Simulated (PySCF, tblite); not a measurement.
# C₅H₄F₃NS: dynamics, then NMR shifts on frames, part 2 of 2

tblite 0.8.0 and PySCF 2.14.0. Atoms count from 0. Earlier steps stand in the parts before.

**5. Nuclear shieldings: 625 fs, PBE0/pcSseg-1**

Job settings and geometry (Å):

```
{"job": {"kind": "nmr", "xc": "PBE0", "basis": "pcSseg-1", "pop": false}, "charge": 0, "multiplicity": 1}
C     -2.477300    -0.196900    -0.481300
C     -1.054200    -0.327500     0.036700
C      0.066500     0.253200    -0.303700
C      1.153600    -0.374800     0.309900
C      2.611100    -0.190000     0.080700
F      2.879800    -0.533200    -1.184000
F      2.953500     1.075400     0.171900
F      3.419700    -0.869500     0.899400
N      0.905800    -1.488700     1.007000
S     -0.731100    -1.701000     1.097500
H     -2.851600     0.852500    -0.428900
H     -3.189500    -0.878400     0.002200
H     -2.589100    -0.417200    -1.573100
H      0.318900     1.081400    -0.940900
```

Method: GIAO PBE0/pcSseg-1 NMR shielding, non-relativistic, gas phase.

What it wrote:

```text
coarse grid: 13856 points
cycle   1  E = -944.3966178129  dE =  1.960e+00  |g| = 9.000e-01  |ddm| = 3.900e+00
cycle   2  E = -944.2701216808  dE =  1.265e-01  |g| = 1.307e+00  |ddm| = 1.274e+00
cycle   3  E = -944.5352463749  dE = -2.651e-01  |g| = 1.007e-01  |ddm| = 7.449e-01
cycle   4  E = -944.5357633554  dE = -5.170e-04  |g| = 8.409e-02  |ddm| = 1.450e-01
cycle   5  E = -944.5373821564  dE = -1.619e-03  |g| = 1.901e-02  |ddm| = 1.092e-01
cycle   6  E = -944.5374545987  dE = -7.244e-05  |g| = 6.992e-03  |ddm| = 2.313e-02
cycle   7  E = -944.5374654626  dE = -1.086e-05  |g| = 2.076e-03  |ddm| = 8.331e-03
cycle   8  E = -944.5374665854  dE = -1.123e-06  |g| = 3.931e-04  |ddm| = 2.650e-03
final grid: 135080 points
cycle   9  E = -944.6161784928  dE = -4.030e-05  |g| = 8.673e-03  |ddm| = 3.280e-02
cycle  10  E = -944.6161560058  dE =  2.249e-05  |g| = 1.296e-02  |ddm| = 2.087e-02
cycle  11  E = -944.6161959190  dE = -3.991e-05  |g| = 1.249e-03  |ddm| = 1.436e-02
cycle  12  E = -944.6161962953  dE = -3.762e-07  |g| = 4.190e-04  |ddm| = 1.751e-03
cycle  13  E = -944.6161963297  dE = -3.447e-08  |g| = 1.832e-04  |ddm| = 4.752e-04
cycle  14  E = -944.6161963362  dE = -6.521e-09  |g| = 5.610e-05  |ddm| = 1.966e-04
cycle  15  E = -944.6161963369  dE = -6.171e-10  |g| = 2.617e-05  |ddm| = 8.163e-05
converged SCF energy = -944.6161963369

GIAO shielding tensors (ppm)
atom      isotropic    diamagn.    paramagn.     s11        s22        s33       span
  0 C      167.787     242.304     -74.517    150.403    163.248    189.710     39.307
  1 C       12.318     262.186    -249.867    -70.189    -12.382    119.525    189.714
  2 C       74.894     250.934    -176.040      4.071     57.669    162.943    158.872
  3 C       13.061     259.801    -246.739    -70.696     21.382     88.498    159.194
  4 C       60.852     241.457    -180.604     50.257     54.868     77.432     27.175
  5 F      236.951     473.834    -236.883    157.148    225.183    328.523    171.376
  6 F      264.976     473.071    -208.095    192.452    265.888    336.586    144.134
  7 F      259.533     466.931    -207.397    189.742    244.692    344.166    154.424
  8 N     -118.274     329.680    -447.954   -393.443   -161.620    200.240    593.682
  9 S       47.152    1057.505   -1010.354   -181.928    112.564    210.818    392.746
 10 H       28.275      26.879       1.396     23.490     26.216     35.119     11.630
 11 H       28.806      27.085       1.722     23.406     28.562     34.452     11.046
 12 H       28.417      26.909       1.508     24.104     25.932     35.214     11.110
 13 H       24.493      32.911      -8.418     20.755     24.768     27.957      7.201
```

Run time: 29 s. Hardware: 1 thread of Intel Xeon Platinum 8488C, shared host; peak memory 0.96 GiB.

In short: δ C1 174.6, C3 173.9, C4 126.1, C2 112.0, H13 7.22, H10 3.44 ppm.

**6. NMR shieldings: 800 fs, PBE0/pcSseg-1**

Job settings and geometry (Å):

```
{"job": {"kind": "nmr", "xc": "PBE0", "basis": "pcSseg-1", "pop": false}, "charge": 0, "multiplicity": 1}
C     -2.280500    -0.126000    -0.405600
C     -0.906300    -0.495800     0.098700
C      0.267900    -0.052300    -0.405000
C      1.270700    -0.583500     0.372400
C      2.664100    -0.135300     0.075400
F      2.919900    -0.121800    -1.239900
F      2.862900     1.145700     0.553400
F      3.673400    -0.804400     0.684100
N      0.926100    -1.376900     1.425100
S     -0.677900    -1.577000     1.416100
H     -2.219400     0.179500    -1.506300
H     -2.342200     0.864100     0.127000
H     -3.020100    -0.853000    -0.170300
H      0.398300     0.748500    -1.134300
```

With the program's defaults for keys left out, this is: GIAO PBE0/pcSseg-1 NMR shielding, non-relativistic, gas phase.

What it wrote:

```text
coarse grid: 13856 points
cycle   1  E = -944.3749222366  dE =  1.878e+00  |g| = 9.310e-01  |ddm| = 3.880e+00
cycle   2  E = -944.2062947752  dE =  1.686e-01  |g| = 1.428e+00  |ddm| = 1.385e+00
cycle   3  E = -944.5269729373  dE = -3.207e-01  |g| = 1.145e-01  |ddm| = 8.274e-01
cycle   4  E = -944.5277249015  dE = -7.520e-04  |g| = 9.545e-02  |ddm| = 1.760e-01
cycle   5  E = -944.5298607301  dE = -2.136e-03  |g| = 2.221e-02  |ddm| = 1.241e-01
cycle   6  E = -944.5299587371  dE = -9.801e-05  |g| = 7.922e-03  |ddm| = 2.654e-02
cycle   7  E = -944.5299727154  dE = -1.398e-05  |g| = 2.242e-03  |ddm| = 9.601e-03
cycle   8  E = -944.5299740200  dE = -1.305e-06  |g| = 4.335e-04  |ddm| = 2.797e-03
final grid: 135080 points
cycle   9  E = -944.6100898129  dE = -4.030e-05  |g| = 9.767e-03  |ddm| = 3.188e-02
cycle  10  E = -944.6100612298  dE =  2.858e-05  |g| = 1.486e-02  |ddm| = 2.251e-02
cycle  11  E = -944.6101108391  dE = -4.961e-05  |g| = 1.642e-03  |ddm| = 1.529e-02
cycle  12  E = -944.6101114372  dE = -5.980e-07  |g| = 5.531e-04  |ddm| = 2.089e-03
cycle  13  E = -944.6101114919  dE = -5.477e-08  |g| = 2.468e-04  |ddm| = 6.739e-04
cycle  14  E = -944.6101115053  dE = -1.341e-08  |g| = 6.833e-05  |ddm| = 2.952e-04
cycle  15  E = -944.6101115064  dE = -1.075e-09  |g| = 2.259e-05  |ddm| = 8.574e-05
cycle  16  E = -944.6101115065  dE = -1.205e-10  |g| = 3.846e-06  |ddm| = 2.151e-05
converged SCF energy = -944.6101115065

GIAO shielding tensors (ppm)
atom      isotropic    diamagn.    paramagn.     s11        s22        s33       span
  0 C      164.015     248.063     -84.048    149.199    160.596    182.249     33.050
  1 C        1.694     267.995    -266.301    -80.141    -29.926    115.148    195.289
  2 C       63.290     255.382    -192.091    -19.034     59.189    149.716    168.749
  3 C       18.017     260.127    -242.110    -59.183     17.295     95.939    155.122
  4 C       52.165     238.487    -186.323     41.882     49.258     65.354     23.472
  5 F      241.318     474.170    -232.853    168.038    225.922    329.993    161.955
  6 F      209.291     474.652    -265.361    110.953    186.274    330.644    219.691
  7 F      253.133     465.522    -212.388    166.190    247.401    345.808    179.618
  8 N      -77.572     328.660    -406.232   -345.451   -102.842    215.576    561.026
  9 S      115.448    1058.381    -942.933    -97.638    192.876    251.106    348.744
 10 H       27.318      28.059      -0.741     22.043     26.950     32.961     10.917
 11 H       27.362      27.947      -0.585     23.056     25.889     33.141     10.085
 12 H       29.160      29.108       0.052     23.834     28.872     34.775     10.941
 13 H       23.787      33.700      -9.914     20.603     22.457     28.301      7.698
```

Run time: 30 s. Hardware: 1 thread of Intel Xeon Platinum 8488C, shared host; peak memory 0.93 GiB.

This run: δ C1 185.2, C3 168.9, C4 134.8, C2 123.6, H13 7.93, H10 4.40 ppm.

**7. NMR shieldings: 1000 fs, PBE0/pcSseg-1**

Job settings and geometry (Å):

```
{"job": {"kind": "nmr", "xc": "PBE0", "basis": "pcSseg-1", "pop": false}, "charge": 0, "multiplicity": 1}
C     -2.417300     0.250700    -0.063500
C     -1.044100    -0.335500     0.311800
C      0.126400     0.010500    -0.223600
C      1.226600    -0.510800     0.469100
C      2.635000    -0.230600     0.165900
F      2.892800    -0.365500    -1.143200
F      2.980100     1.036800     0.481700
F      3.519000    -1.017000     0.805300
N      0.861900    -1.252800     1.498300
S     -0.730300    -1.317200     1.624100
H     -2.856800    -0.019900    -1.062500
H     -2.155600     1.349700    -0.038400
H     -3.224300     0.055300     0.599000
H      0.236200     0.665900    -1.064800
```

With the program's defaults for keys left out, this is: GIAO PBE0/pcSseg-1 NMR shielding, non-relativistic, gas phase.

What it wrote:

```text
coarse grid: 13856 points
cycle   1  E = -944.3891939074  dE =  2.068e+00  |g| = 9.206e-01  |ddm| = 3.915e+00
cycle   2  E = -944.2392040992  dE =  1.500e-01  |g| = 1.376e+00  |ddm| = 1.314e+00
cycle   3  E = -944.5368079279  dE = -2.976e-01  |g| = 9.439e-02  |ddm| = 7.731e-01
cycle   4  E = -944.5373281014  dE = -5.202e-04  |g| = 7.797e-02  |ddm| = 1.395e-01
cycle   5  E = -944.5387456830  dE = -1.418e-03  |g| = 1.723e-02  |ddm| = 9.883e-02
cycle   6  E = -944.5388031769  dE = -5.749e-05  |g| = 6.688e-03  |ddm| = 2.134e-02
cycle   7  E = -944.5388127781  dE = -9.601e-06  |g| = 1.993e-03  |ddm| = 7.673e-03
final grid: 135080 points
cycle   8  E = -944.6189544802  dE = -3.894e-05  |g| = 1.093e-02  |ddm| = 3.471e-02
cycle   9  E = -944.6189076571  dE =  4.682e-05  |g| = 1.791e-02  |ddm| = 2.780e-02
cycle  10  E = -944.6189809525  dE = -7.330e-05  |g| = 1.942e-03  |ddm| = 1.868e-02
cycle  11  E = -944.6189818632  dE = -9.107e-07  |g| = 5.131e-04  |ddm| = 2.196e-03
cycle  12  E = -944.6189819155  dE = -5.234e-08  |g| = 2.508e-04  |ddm| = 7.750e-04
cycle  13  E = -944.6189819296  dE = -1.403e-08  |g| = 6.841e-05  |ddm| = 2.808e-04
cycle  14  E = -944.6189819305  dE = -9.206e-10  |g| = 1.722e-05  |ddm| = 6.621e-05
converged SCF energy = -944.6189819305

GIAO shielding tensors (ppm)
atom      isotropic    diamagn.    paramagn.     s11        s22        s33       span
  0 C      168.481     244.952     -76.471    149.529    167.540    188.375     38.846
  1 C       25.969     265.618    -239.649    -63.728      5.763    135.872    199.600
  2 C       61.601     254.734    -193.133    -11.576     48.027    148.352    159.929
  3 C       25.389     261.005    -235.617    -54.619     24.686    106.100    160.719
  4 C       56.664     238.659    -181.995     46.016     53.313     70.662     24.645
  5 F      243.648     474.402    -230.754    166.276    228.263    336.406    170.130
  6 F      229.992     473.317    -243.325    144.407    217.752    327.817    183.410
  7 F      259.739     465.368    -205.629    179.239    254.372    345.605    166.366
  8 N      -79.032     328.465    -407.497   -347.900   -112.111    222.914    570.814
  9 S      139.771    1057.901    -918.130      1.862    195.910    221.540    219.678
 10 H       28.061      27.345       0.715     23.428     25.947     34.807     11.379
 11 H       27.685      27.900      -0.215     21.395     27.316     34.344     12.949
 12 H       29.685      28.746       0.940     24.689     28.798     35.568     10.879
 13 H       24.602      34.657     -10.055     20.682     24.150     28.974      8.291
```

Wall time 28 s (1 thread of Intel Xeon Platinum 8488C, shared host); peak memory 0.95 GiB.

Key values: δ C3 161.5, C1 161.0, C4 130.3, C2 125.3, H13 7.12, H11 4.03 ppm.

**8. Side by side: NMR shifts**

Shifts (ppm) of some atoms, chosen among heavy atoms and hydrogens apart, with basis size and wall time:

```csv
frame,C1,H12,H11,F7,F6,N8,S9,functions,time
250 fs,182.2,2.93,2.61,-68.0,-84.7,341.6,418,197,37 s
425 fs,192.6,3.87,3.12,-44.1,-89.6,357.8,392,197,29 s
625 fs,174.6,3.30,2.91,-88.6,-94.0,386.0,457,197,29 s
800 fs,185.2,2.56,4.36,-82.2,-38.3,345.3,388,197,30 s
1000 fs,161.0,2.03,4.03,-88.8,-59.0,346.8,364,197,28 s
```

**9. Summary of results**

The summary covers parts 1 to 2.

| quantity | value |
| --- | --- |
| thermostat | 300 K |
| mean temperature, second half | 304 K |
| mean potential energy above the minimum | 0.46 eV |
| ¹³C shifts against TMS (PBE0/pcSseg-1, 250 fs) | 182.2, 163.6, 129.7, 128.8, 14.9 ppm |
| ¹H shifts against TMS (PBE0/pcSseg-1, 250 fs) | 7.24, 3.04, 2.93, 2.61 ppm |
| ¹⁹F shifts against CFCl3 (PBE0/pcSseg-1, 250 fs) | -68.0, -84.7, -90.0 ppm |
| ¹⁵N shifts against NH3 (PBE0/pcSseg-1, 250 fs) | 341.6 ppm |
| ³³S shifts against CS2 (PBE0/pcSseg-1, 250 fs) | 418 ppm |
| surface potential, 1st and 99th percentile | -1.35 V and 1.37 V |
| range of the shift of S9 | 364 to 457 ppm |

What this shows: In the second half the potential energy averages 0.46 eV above the minimum; equipartition over 36 harmonic modes at 300 K would give 0.47 eV. With 14 atoms the temperature swings widely (152 to 424 K). Shifts at one fixed geometry are not the observed spectrum, which averages over the motion. In the first frame run (250 fs): The largest span, 576 ppm, is at N8, where the paramagnetic term is -403 ppm. NICS(1)zz of -25 ppm above the planar ring from C1 marks a diatropic (aromatic) ring current. At PBE0/pcSseg-1, counted by nearest atom on the grid, the HOMO lies on S9 54 %; C3 22 %, the LUMO on N8 24 %; C1 22 %. In ppm, S9 moves most: its shift spreads over 93 ppm, from 364 (1000 fs) to 457 (625 fs).
